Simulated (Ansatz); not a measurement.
# C₂HGa+ (quartet): the correlation ladder, cc-pVDZ

An exercise on one series of results from a longer session: the logs are not shown, and one member is left open.

Method: cc-pVDZ, core rule «outside noble gas», up to 16 orbitals frozen; program: Ansatz 0.2.0, Gaussian basis.

The runs, in order: UHF; CCSD(T) on ROHF; CCSD(T) on UHF; BCCD(T) on ROHF; CISD; CCSDT(Q) on ROHF; CCSDT(Q) on UHF.

26 further runs of the same task are left out: 3 for a known fault of the program, 7 that didn't finish, 16 set aside as unsound or not needed.

### What is computed

The geometry is a PBE0/def2-TZVP stationary point (not a proven minimum) of the parent state, kept for this charge and spin. No spin-orbit coupling is included. The filled d shell of Ga may be among the frozen orbitals whatever the setting's name suggests; the logs give the count.

4 atoms, charge 1, spin multiplicity 4.

Atoms are counted from 1 here; the program's logs count them from 0.

Bond lengths: C1–C2 1.234 Å, C2–Ga3 1.932 Å, Ga3–H4 1.589 Å. Angles: C1–C2–Ga3 153.4°, C2–Ga3–H4 118.5°.

As a file:

| atom | x (Å) | y (Å) | z (Å) |
| --- | --- | --- | --- |
| C1 | 0.0000 | -0.0796 | 2.4633 |
| C2 | 0.0000 | 0.2777 | 1.2822 |
| Ga3 | 0.0000 | -0.0514 | -0.6220 |
| H4 | 0.0000 | 1.1955 | -1.6073 |

The first run:

in.yaml

```yaml
crystal:
  periodic: [false, false, false]
  atoms:
    - {symbol: C, position_ang: [0.000000, -0.079629, 2.463328]}
    - {symbol: C, position_ang: [0.000000, 0.277658, 1.282178]}
    - {symbol: Ga, position_ang: [0.000000, -0.051396, -0.621976]}
    - {symbol: H, position_ang: [0.000000, 1.195550, -1.607336]}
basis:
  gaussian: {orbitals: cc-pVDZ}
total_charge: 1
magnetization: {spin_polarized: true, initial_magnetization: 3}
hamiltonian: {xc: hf}
output: {orbitals: {seedname: orbitals}}
```

The run is started by

```sh
> ansatz run in.yaml --threads 1 --pin off --events-out ev --progress --plain --max-ram 2393MiB
```

Among the steps run: UHF; CCSD(T) on ROHF; CCSD(T) on UHF; BCCD(T) on ROHF; CISD; CCSDT(Q) on ROHF; CCSDT(Q) on UHF.

One table of the session follows, with a row left open; its other results are not shown here.

```
   method  from RCCSDT(Q) (meV)
     ROHF               +7139.9
      UHF               +6771.8
     RMP2               +1381.1
     UMP2               +1554.1
    RCCSD                +356.1
    UCCSD                +345.6
 RCCSD(T)                 +86.2
 UCCSD(T)                 +88.2
  BCCD(T)                 +86.3
   RCCSDT                 +26.7
   UCCSDT                 +19.7
RCCSDT(Q)                     0
UCCSDT(Q)                     ?
```

Q: Estimate the row for UCCSDT(Q) from the others.

The run gave: from RCCSDT(Q) (meV): -8.0. In the column «from RCCSDT(Q) (meV)» it is the lowest.

Not comparable, so not listed: CISD (they don't share determinant, frozen orbitals or solution with the rows shown, or repeat one).

Limits of these values: Restricted and unrestricted rows rest on different reference determinants; where their highest levels disagree by more than a few hundredths of an eV, they describe different states and don't form one ladder.
